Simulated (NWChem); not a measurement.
# One shape, several levels: Si2H2F3 (SMILES F[Si](F)(F)[SiH2])

Aim: a comparison of 3 runs (UHF/def2-SVP, UPBE0/def2-SVP, USVWN5/6-31G**) of Si2H2F3. 

Program for the calculation: NWChem 7.3.0.

**1. The structure to begin with**

The species is Si2H2F3 (7 atoms), meant as a doublet with charge 0. As SMILES, `F[Si](F)(F)[SiH2]`. The shape is that of a PBE0-D4/def2-TZVP optimisation.

Bond lengths: F1–Si2 1.580 Å, Si2–F3 1.581 Å, Si2–F4 1.580 Å, Si2–Si5 2.311 Å, Si5–H6 1.484 Å, Si5–H7 1.484 Å. Angles: F1–Si2–F3 106.6°, F1–Si2–F4 107.6°, F1–Si2–Si5 110.4°, F3–Si2–F4 106.6°, F3–Si2–Si5 114.8°, F4–Si2–Si5 110.4°, Si2–Si5–H6 113.2°, Si2–Si5–H7 113.2°, H6–Si5–H7 112.2°.

**2. Energy and gradient at UHF/def2-SVP (run 1)**

Input file run.py:

```python
from ase import Atoms
from ase.calculators.nwchem import NWChem

system = Atoms(['F', 'Si', 'F', 'F', 'Si', 'H', 'H'], positions=[
    [0.541000, -1.122900, 1.740900],
    [0.348100, -0.838500, 0.198300],
    [-0.739700, -1.863500, -0.318400],
    [1.701000, -1.209700, -0.529600],
    [-0.171300, 1.385900, -0.152100],
    [-1.367400, 1.832600, 0.604300],
    [-0.250400, 1.748100, -1.589000],
])

calc = NWChem(
    label='sp',
    theory='scf',
    memory='2200 mb',
    basis='def2-SVP',
    basispar='spherical bse',
    scf={'nopen': '1', 'uhf': None, 'thresh': '1e-08', 'maxiter': '80', 'print': 'low'},
)
system.calc = calc

forces = system.get_forces()
print(f"energy = {system.get_potential_energy():.6f} eV")
print("forces (eV/A):")
for s, f in zip(system.symbols, forces):
    print(f"{s:2s} {f[0]:10.5f} {f[1]:10.5f} {f[2]:10.5f}")
```

Run with:

```sh
$ export ASE_NWCHEM_COMMAND="nwchem PREFIX.nwi > PREFIX.nwo"
$ python run.py
```

Standard output:

```text
energy = -23866.308110 eV
forces (eV/A):
F     0.06849   -0.11159    0.41904
Si   -0.14954    0.35255   -0.09318
F    -0.26734   -0.28909   -0.12526
F     0.37332   -0.13385   -0.18111
Si   -0.10850    0.30262   -0.06541
H     0.08814   -0.06392   -0.06752
H    -0.00458   -0.05672    0.11339
```

The calculator wrote sp.nwi:

```
title "sp"

permanent_dir sp

scratch_dir sp

start sp

geometry units angstrom nocenter noautosym noautoz
  F  5.4100000000000004e-01 -1.1229000000000000e+00 1.7408999999999999e+00
  Si 3.4810000000000002e-01 -8.3850000000000002e-01 1.9830000000000000e-01
  F  -7.3970000000000002e-01 -1.8634999999999999e+00 -3.1840000000000002e-01
  F  1.7010000000000001e+00 -1.2097000000000000e+00 -5.2959999999999996e-01
  Si -1.7130000000000001e-01 1.3858999999999999e+00 -1.5210000000000001e-01
  H  -1.3673999999999999e+00 1.8326000000000000e+00 6.0429999999999995e-01
  H  -2.5040000000000001e-01 1.7481000000000000e+00 -1.5890000000000000e+00
end

memory 2200 mb

basis spherical bse noprint
   * library def2-SVP
end

scf
  nopen 1
  uhf
  thresh 1e-08
  maxiter 80
  print low
end

task scf gradient
```

sp.nwo:

```text
Northwest Computational Chemistry Package (NWChem) 7.3.0
             --------------------------------------------------------

           Job information
           ---------------

    nwchem branch   = 7.3.0
    use scalapack   = T
    input           = sp.nwi
    prefix          = sp.
    data base       = sp/sp.db
    status          = startup
    nproc           =        1

           Memory information
           ------------------

    heap     =     72089598 doubles =      550.0 Mbytes
    stack    =     72089595 doubles =      550.0 Mbytes
    global   =    144179200 doubles =     1100.0 Mbytes (distinct from heap & stack)
    total    =    288358393 doubles =     2200.0 Mbytes
    verify   = yes
    hardfail = no

           Directory information
           ---------------------

  0 permanent = sp
  0 scratch   = sp

                                NWChem Input Module
                                -------------------

                                        sp
                                        --

[... 27 lines left out ...]
            Nuclear Dipole moment (a.u.)
[... 67 lines left out ...]
 Forming initial guess at       0.0s

 Starting SCF solution at       0.3s

       Final UHF  results
       ------------------

         Total SCF energy =   -877.070653029225
      One electron energy =  -1829.337558251095
      Two electron energy =    646.663963649381
 Nuclear repulsion energy =    305.602941572488

                       Sz =      0.5000
                 Sz(Sz+1) =      0.7500
                      S^2 =      0.7575

        Time for solution =     14.4s

                              NWChem Gradients Module
                              -----------------------

                         UHF ENERGY GRADIENTS

    atom               coordinates                        gradient
                 x          y          z           x          y          z
   1 F       1.022342  -2.121973   3.289824   -0.001332   0.002170  -0.008149
   2 Si      0.657814  -1.584535   0.374733    0.002908  -0.006856   0.001812
   3 F      -1.397830  -3.521504  -0.601689    0.005199   0.005622   0.002436
   4 F       3.214424  -2.286002  -1.000799   -0.007260   0.002603   0.003522
   5 Si     -0.323710   2.618971  -0.287427    0.002110  -0.005885   0.001272
   6 H      -2.584011   3.463112   1.141961   -0.001714   0.001243   0.001313
   7 H      -0.473187   3.303430  -3.002775    0.000089   0.001103  -0.002205

 Task  times  cpu:       16.6s     wall:       16.6s
 Total times  cpu:       16.6s     wall:       16.6s
```

It took 18 s on 1 thread of Intel Xeon 6975P-C (Granite Rapids), shared host; peak memory 0.099 GiB.

**3. Energy and gradient at UPBE0/def2-SVP (run 2)**

Input file run.nw:

```
start run
memory stack 880 mb heap 220 mb global 1100 mb
charge 0
geometry units angstroms noautosym nocenter noautoz
   F     0.541000   -1.122900    1.740900
   Si    0.348100   -0.838500    0.198300
   F    -0.739700   -1.863500   -0.318400
   F     1.701000   -1.209700   -0.529600
   Si   -0.171300    1.385900   -0.152100
   H    -1.367400    1.832600    0.604300
   H    -0.250400    1.748100   -1.589000
end
basis spherical bse
   * library def2-SVP
end
dft
   xc pbe0
   mult 2
   grid xfine
   convergence energy 1e-08
   maxiter 100
   mulliken
   noprint "final vectors analysis"
end
task dft gradient
```

Run with:

```sh
$ nwchem run.nw > run.out
```

Standard output:

```text
[...]
          Wavefunction type:  spin polarized.
          No. of atoms     :     7
          No. of electrons :    57
[...]
          Charge           :     0
          Spin multiplicity:     2
[...]
          AO basis - number of functions:    88
[...]
              XC Information
              --------------
                         PBE0 Method XC Functional
                     Hartree-Fock (Exact) Exchange  0.250
          PerdewBurkeErnzerhof Exchange Functional  0.750
            Perdew 1991 LDA Correlation Functional  1.000 local
           PerdewBurkeErnz. Correlation Functional  1.000 non-local
[...]
 d= 0,ls=0.0,diis     1   -878.7848471099 -1.18D+03  8.78D-03  2.50D-01     4.3
[...]
 d= 0,ls=0.0,diis    11   -878.9010432324 -5.67D-09  1.75D-07  8.84D-11    45.2
[...]
         Total DFT energy =     -878.901043232412
      One electron energy =    -1829.869907502630
           Coulomb energy =      718.950432689905
    Exchange-Corr. energy =      -73.584509992175
 Nuclear repulsion energy =      305.602941572489
[...]
      Total Density - Mulliken Population Analysis
     ---------------------------------------------
    Atom       Charge   Shell Charges
 -----------   ------   -------------------------------------------------------
    1 F    9     9.32   1.99  1.13  0.79  3.35  2.05  0.01
    2 Si  14    13.01   2.00  1.98  0.93 -0.00  5.93  1.13  0.46  0.58
    3 F    9     9.31   1.99  1.13  0.79  3.35  2.05  0.01
    4 F    9     9.32   1.99  1.13  0.79  3.35  2.05  0.01
    5 Si  14    14.02   2.00  1.98  1.11  0.31  5.93  1.29  1.31  0.09
    6 H    1     1.02   0.71  0.29  0.01
    7 H    1     1.02   0.71  0.29  0.01
[...]
      <S2> =      0.7536 (Exact =     0.7500)
[...]
  wavefunction    = open shell
                         DFT ENERGY GRADIENTS
    atom               coordinates                        gradient
                 x          y          z           x          y          z
   1 F       1.022342  -2.121973   3.289824   -0.002387   0.003257  -0.020225
   2 Si      0.657814  -1.584535   0.374733    0.005399  -0.020784   0.003617
   3 F      -1.397830  -3.521504  -0.601689    0.014432   0.012917   0.006876
   4 F       3.214424  -2.286002  -1.000799   -0.017617   0.004387   0.009656
   5 Si     -0.323710   2.618971  -0.287427   -0.001833   0.002148  -0.001046
   6 H      -2.584011   3.463112   1.141961    0.002028  -0.001038  -0.001463
   7 H      -0.473187   3.303430  -3.002775   -0.000022  -0.000887   0.002584
[...]
```

Run time: 53 s. Hardware: 1 thread of Intel Xeon 6975P-C (Granite Rapids), shared host; peak memory 0.14 GiB.

**4. Energy and forces at USVWN5/6-31G(d,p) (spherical functions) (run 3)**

Input file run.py:

```python
from ase import Atoms
from ase.calculators.nwchem import NWChem

molecule = Atoms('FSiFFSiHH', positions=[
    [0.541000, -1.122900, 1.740900],
    [0.348100, -0.838500, 0.198300],
    [-0.739700, -1.863500, -0.318400],
    [1.701000, -1.209700, -0.529600],
    [-0.171300, 1.385900, -0.152100],
    [-1.367400, 1.832600, 0.604300],
    [-0.250400, 1.748100, -1.589000],
])

calc = NWChem(
    label='mol',
    theory='dft',
    memory='2200 mb',
    basis='6-31G**',
    basispar='spherical bse',
    dft={'xc': 'slater vwn_5', 'mult': '2', 'grid': 'xfine', 'convergence': 'energy 1e-08', 'iterations': '100', 'mulliken': None},
)
molecule.calc = calc

forces = molecule.get_forces()
e = molecule.get_potential_energy()
print(f"E = {e:.6f} eV")
print("forces (eV/A):")
for s, f in zip(molecule.symbols, forces):
    print(f"{s:2s} {f[0]:10.5f} {f[1]:10.5f} {f[2]:10.5f}")
```

Run with:

```sh
$ export ASE_NWCHEM_COMMAND="nwchem PREFIX.nwi > PREFIX.nwo"
$ python run.py
```

Standard output:

```text
E = -23825.941743 eV
forces (eV/A):
F     0.05723   -0.08161    0.49586
Si   -0.15504    0.72017   -0.11009
F    -0.36607   -0.32473   -0.17442
F     0.42979   -0.10907   -0.23695
Si    0.27269   -0.38942    0.15550
H    -0.21916    0.09976    0.13159
H    -0.01949    0.08485   -0.26153
```

The calculator wrote mol.nwi:

```
title "mol"

permanent_dir mol

scratch_dir mol

start mol

geometry units angstrom nocenter noautosym noautoz
  F  5.4100000000000004e-01 -1.1229000000000000e+00 1.7408999999999999e+00
  Si 3.4810000000000002e-01 -8.3850000000000002e-01 1.9830000000000000e-01
  F  -7.3970000000000002e-01 -1.8634999999999999e+00 -3.1840000000000002e-01
  F  1.7010000000000001e+00 -1.2097000000000000e+00 -5.2959999999999996e-01
  Si -1.7130000000000001e-01 1.3858999999999999e+00 -1.5210000000000001e-01
  H  -1.3673999999999999e+00 1.8326000000000000e+00 6.0429999999999995e-01
  H  -2.5040000000000001e-01 1.7481000000000000e+00 -1.5890000000000000e+00
end

memory 2200 mb

basis spherical bse noprint
   * library 6-31G**
end

dft
  xc slater vwn_5
  mult 2
  grid xfine
  convergence energy 1e-08
  iterations 100
  mulliken
end

task dft gradient
```

mol.nwo, cut to the lines that bear on the results:

```text
[...]
      One electron energy =    -1830.431659415915
[... 2 lines left out ...]
 Nuclear repulsion energy =      305.602941572488
[... 1380 lines left out ...]
          Convergence on energy requested:  1.00D-08
[... 20 lines left out ...]
          Spatial weights used:  Erf1
[...]
  wavefunction    = open shell
                         DFT ENERGY GRADIENTS
    atom               coordinates                        gradient
                 x          y          z           x          y          z
   1 F       1.022342  -2.121973   3.289824   -0.001113   0.001587  -0.009643
   2 Si      0.657814  -1.584535   0.374733    0.003015  -0.014005   0.002141
   3 F      -1.397830  -3.521504  -0.601689    0.007119   0.006315   0.003392
   4 F       3.214424  -2.286002  -1.000799   -0.008358   0.002121   0.004608
   5 Si     -0.323710   2.618971  -0.287427   -0.005303   0.007573  -0.003024
   6 H      -2.584011   3.463112   1.141961    0.004262  -0.001940  -0.002559
   7 H      -0.473187   3.303430  -3.002775    0.000379  -0.001650   0.005086
[...]
```

Wall time 32 s (1 thread of Intel Xeon 6975P-C (Granite Rapids), shared host); peak memory 0.14 GiB.

**5. All runs side by side**

```tsv
run	level	iteration cap	module	energy (Eh)	⟨S²⟩	largest force (eV/Å)	wall time
1	UHF/def2-SVP	80	scf	-877.070653	0.757	0.439	18 s
2	UPBE0/def2-SVP	100	dft	-878.901043	0.754	1.120	53 s
3	USVWN5/6-31G** (spherical functions)	100	dft	-875.587216	0.752	0.745	32 s
```

**6. Results**

```
                                 quantity          value
                      run 3: total energy  -875.58722 Eh
                     run 3: dipole moment         1.83 D
run 3: HOMO energy (highest over α and β)       -5.74 eV
 run 3: LUMO energy (lowest over α and β)       -4.53 eV
                              run 3: ⟨S²⟩          0.752
          run 3: largest force on an atom     0.745 eV/Å
```

**Reading.** Totals of different functionals can't be ranked against each other. All runs together took 1.7 min, the longest 53 s.
